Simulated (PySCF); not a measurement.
**One shape, several levels: SnSiH4OF2 (SMILES [F][SnH]([F])[O][SiH3])**

Wanted: a comparison of 3 runs (HF/def2-SVP, PBE0/def2-SVP, MP2/def2-SVP) of SnSiH4OF2. The job is set up through a Python script.

Program for the calculation: PySCF 2.14.0.

## 1. The molecule

SnSiH4OF2 has 9 atoms, charge 0, and is taken as a singlet. As SMILES, `[F][SnH]([F])[O][SiH3]`. The shape is that of a PBE0-D4/def2-TZVP optimisation. This is one conformer, not always the lowest.

Bond lengths: F1–Sn2 1.900 Å, Sn2–F3 1.900 Å, Sn2–O4 1.916 Å, O4–Si5 1.647 Å, Sn2–H6 1.682 Å, Si5–H7 1.486 Å, Si5–H8 1.485 Å, Si5–H9 1.485 Å. Some angles: F1–Sn2–F3 103.9°, F1–Sn2–O4 106.5°, F3–Sn2–O4 106.4°, Sn2–O4–Si5 137.4°, F1–Sn2–H6 112.4°, F3–Sn2–H6 112.5°, O4–Sn2–H6 114.4°, O4–Si5–H7 110.8°, O4–Si5–H8 108.8°, O4–Si5–H9 108.9°.

## 2. Energy and forces at HF/def2-SVP (core potential) (run 1)

Contents of start.xyz:

```xyz
9
F2H4OSiSn
F      1.793200    -1.787400    -0.601200
Sn     1.457600    -0.445900     0.701400
F      2.331700     1.091400     0.006900
O     -0.421700    -0.078900     0.631500
Si    -1.520800     0.404100    -0.496200
H      2.025800    -0.876000     2.224700
H     -0.879100     0.549500    -1.829100
H     -2.601200    -0.611000    -0.575000
H     -2.096800     1.707700    -0.080300
```

Contents of job.py:

```python
# [F][SnH]([F])[O][SiH3]
import pyscf.grad
from pyscf import gto

mol = gto.M(
    atom='start.xyz',
    max_memory=1860,
    verbose=3,
    basis='def2-svp',
    spin=0,
    ecp={'Sn': 'def2-svp'},
)

myscf = mol.RHF()
myscf.conv_tol = 1e-10
myscf.kernel()
if not myscf.converged:
    myscf = myscf.newton().run(myscf.mo_coeff, myscf.mo_occ)

e_tot = myscf.e_tot
print('E = %.10f Eh' % e_tot)
grad = myscf.Gradients().kernel()
myscf.analyze()
```

Run with:

```bash
$ OMP_NUM_THREADS=1 python job.py
```

Standard output:

```text
converged SCF energy = -778.130241631672
[... 16 lines left out ...]
MO #7   energy= -4.26628626209551  occ= 2
[... 8 lines left out ...]
MO #16  energy= -1.40845375180996  occ= 2
[... 8 lines left out ...]
MO #25  energy= -0.638858152214252 occ= 2
[... 8 lines left out ...]
MO #34  energy= 0.0832215795884507 occ= 0
[... 8 lines left out ...]
MO #43  energy= 0.364151909193162  occ= 0
[... 8 lines left out ...]
MO #52  energy= 0.661066899633605  occ= 0
[... 8 lines left out ...]
MO #61  energy= 1.14448620355362   occ= 0
[... 8 lines left out ...]
MO #70  energy= 1.5882337360134    occ= 0
[... 8 lines left out ...]
MO #79  energy= 1.96578475294597   occ= 0
[... 8 lines left out ...]
MO #88  energy= 3.00370343843725   occ= 0
[... 8 lines left out ...]
MO #97  energy= 3.49801151443973   occ= 0
[... 8 lines left out ...]
MO #106 energy= 52.5090887071626   occ= 0
[... 10 lines left out ...]
Dipole moment(X, Y, Z, Debye): -0.32140, -0.49766,  2.73806
```

Run time: 15 s. Hardware: 1 thread of Intel Xeon at 2.70GHz, shared host; peak memory 0.24 GiB.

## 3. Energy and gradient at PBE0/def2-SVP (core potential) (run 2)

Contents of run.py:

```python
import pyscf.grad
from pyscf import gto, dft

system = gto.M(
    atom='''
F    1.793200  -1.787400  -0.601200
Sn   1.457600  -0.445900   0.701400
F    2.331700   1.091400   0.006900
O   -0.421700  -0.078900   0.631500
Si  -1.520800   0.404100  -0.496200
H    2.025800  -0.876000   2.224700
H   -0.879100   0.549500  -1.829100
H   -2.601200  -0.611000  -0.575000
H   -2.096800   1.707700  -0.080300
''',
    verbose=4,
    ecp={'Sn': 'def2-svp'},
    basis='def2-svp',
    max_memory=1860,
)

mf = dft.RKS(system)
mf.xc = 'pbe0'
mf.grids.level = 5
mf.conv_tol = 1e-10
mf.kernel()
if not mf.converged:
    mf = mf.newton().run(mf.mo_coeff, mf.mo_occ)

e_final = mf.e_tot
print('Final energy', e_final)
grad = mf.Gradients().kernel()
mf.analyze()
```

Run with:

```bash
$ OMP_NUM_THREADS=1 python run.py
```

Standard output:

```text
PySCF version 2.14.0

[... 100 lines left out ...]
Nuclear Repulsion Energy =             366.100155044929181
[... 11 lines left out ...]
MO #6   energy= -5.21466723979717  occ= 2
[... 9 lines left out ...]
MO #16  energy= -1.11305202955906  occ= 2
[... 9 lines left out ...]
MO #26  energy= -0.414330946125027 occ= 2
[... 9 lines left out ...]
MO #36  energy= 0.00586102778160304 occ= 0
[... 9 lines left out ...]
MO #46  energy= 0.284528203780903  occ= 0
[... 9 lines left out ...]
MO #56  energy= 0.548343448041557  occ= 0
[... 9 lines left out ...]
MO #66  energy= 1.19247640930914   occ= 0
[... 9 lines left out ...]
MO #76  energy= 1.53304783662524   occ= 0
[... 9 lines left out ...]
MO #86  energy= 2.19248686747301   occ= 0
[... 9 lines left out ...]
MO #96  energy= 3.1139572750651    occ= 0
[... 9 lines left out ...]
MO #106 energy= 51.9928519908715   occ= 0
[... 79 lines left out ...]
pop of  4 Si 3pz          0.65887
pop of  4 Si 4px          0.01643
pop of  4 Si 4py          0.01358
pop of  4 Si 4pz          0.01347
pop of  4 Si 3dxy         0.01136
pop of  4 Si 3dyz         0.00464
pop of  4 Si 3dz^2        0.01182
pop of  4 Si 3dxz         0.00739
pop of  4 Si 3dx2-y2      0.00661
pop of  5 H 1s            1.39507
pop of  5 H 2s            0.00914
pop of  5 H 2px           0.01357
pop of  5 H 2py           0.01174
pop of  5 H 2pz           0.02706
pop of  6 H 1s            1.10763
pop of  6 H 2s            0.00437
pop of  6 H 2px           0.00102
pop of  6 H 2py           0.00008
pop of  6 H 2pz           0.00308
pop of  7 H 1s            1.10669
pop of  7 H 2s            0.00415
pop of  7 H 2px           0.00197
pop of  7 H 2py           0.00215
pop of  7 H 2pz           0.00010
pop of  8 H 1s            1.10720
pop of  8 H 2s            0.00411
pop of  8 H 2px           0.00058
pop of  8 H 2py           0.00307
pop of  8 H 2pz           0.00057
 ** Mulliken atomic charges  **
charge of    0F =     -0.76745
charge of    1Sn =      2.74567
charge of    2F =     -0.76224
charge of    3O =     -1.13204
charge of    4Si =      0.71940
charge of    5H =     -0.45658
charge of    6H =     -0.11617
charge of    7H =     -0.11506
charge of    8H =     -0.11554
Dipole moment(X, Y, Z, Debye): -0.23359, -0.45516,  2.43772
```

It took 62 s on 1 thread of Intel Xeon at 2.70GHz, shared host; peak memory 1.1 GiB.

## 4. Energy and gradient at MP2/def2-SVP (core potential) (run 3)

Contents of input.py:

```python
import pyscf.grad
from pyscf import gto, scf, mp

system = gto.Mole()
system.atom = '''
F    1.793200  -1.787400  -0.601200
Sn   1.457600  -0.445900   0.701400
F    2.331700   1.091400   0.006900
O   -0.421700  -0.078900   0.631500
Si  -1.520800   0.404100  -0.496200
H    2.025800  -0.876000   2.224700
H   -0.879100   0.549500  -1.829100
H   -2.601200  -0.611000  -0.575000
H   -2.096800   1.707700  -0.080300
'''
system.basis = 'def2-svp'
system.ecp = {'Sn': 'def2-svp'}
system.max_memory = 1860
system.verbose = 3
system.build()

mf = scf.RHF(system)
mf.conv_tol = 1e-10
mf.kernel()
if not mf.converged:
    mf = mf.newton().run(mf.mo_coeff, mf.mo_occ)

pt = mp.MP2(mf, frozen=12).run()
energy = pt.e_tot
print('E = %.10f Eh' % energy)
grad = pt.Gradients().kernel()
mf.analyze()
```

Run with:

```bash
$ OMP_NUM_THREADS=1 python input.py
```

Standard output:

```text
converged SCF energy = -778.130241631672
[... 18 lines left out ...]
MO #7   energy= -4.26628626209551  occ= 2
[... 8 lines left out ...]
MO #16  energy= -1.40845375180996  occ= 2
[... 8 lines left out ...]
MO #25  energy= -0.638858152214252 occ= 2
[... 8 lines left out ...]
MO #34  energy= 0.0832215795884507 occ= 0
[... 8 lines left out ...]
MO #43  energy= 0.364151909193162  occ= 0
[... 8 lines left out ...]
MO #52  energy= 0.661066899633605  occ= 0
[... 8 lines left out ...]
MO #61  energy= 1.14448620355362   occ= 0
[... 8 lines left out ...]
MO #70  energy= 1.5882337360134    occ= 0
[... 8 lines left out ...]
MO #79  energy= 1.96578475294597   occ= 0
[... 8 lines left out ...]
MO #88  energy= 3.00370343843725   occ= 0
[... 8 lines left out ...]
MO #97  energy= 3.49801151443973   occ= 0
[... 8 lines left out ...]
MO #106 energy= 52.5090887071626   occ= 0
[... 10 lines left out ...]
Dipole moment(X, Y, Z, Debye): -0.32140, -0.49766,  2.73806
```

Wall time 28 s (1 thread of Intel Xeon at 2.70GHz, shared host); peak memory 1.1 GiB.

## 5. The series

| run | level | integration grid | frozen core orbitals | energy (Eh) | dipole moment (D) of the reference | HOMO energy (eV) | LUMO energy (eV) | wall time |
| --- | --- | --- | --- | --- | --- | --- | --- | --- |
| 1 | HF/def2-SVP (core potential) | – | – | -778.130242 | 2.80 | -12.58 | 2.26 | 15 s |
| 2 | PBE0/def2-SVP (core potential) | 5 | – | -780.484238 | 2.49 | -8.92 | -1.59 | 62 s |
| 3 | MP2/def2-SVP (core potential) | – | 12 | -778.898801 | 2.80 | -12.58 | 2.26 | 28 s |

## 6. Summary of results

| quantity | value |
| --- | --- |
| run 3: total energy | -778.89880 Eh |
| run 3: dipole moment (Hartree–Fock density) | 2.80 D |
| run 3: HOMO energy (Hartree–Fock orbitals) | -12.58 eV |
| run 3: LUMO energy (Hartree–Fock orbitals) | 2.26 eV |
| run 3: HOMO–LUMO gap (Hartree–Fock orbitals) | 14.85 eV |
| run 3: correlation energy (12 core orbitals frozen) | -768.6 mEh |
| run 3: largest force on an atom | 0.888 eV/Å |

All runs together took 1.8 min, the longest 62 s.
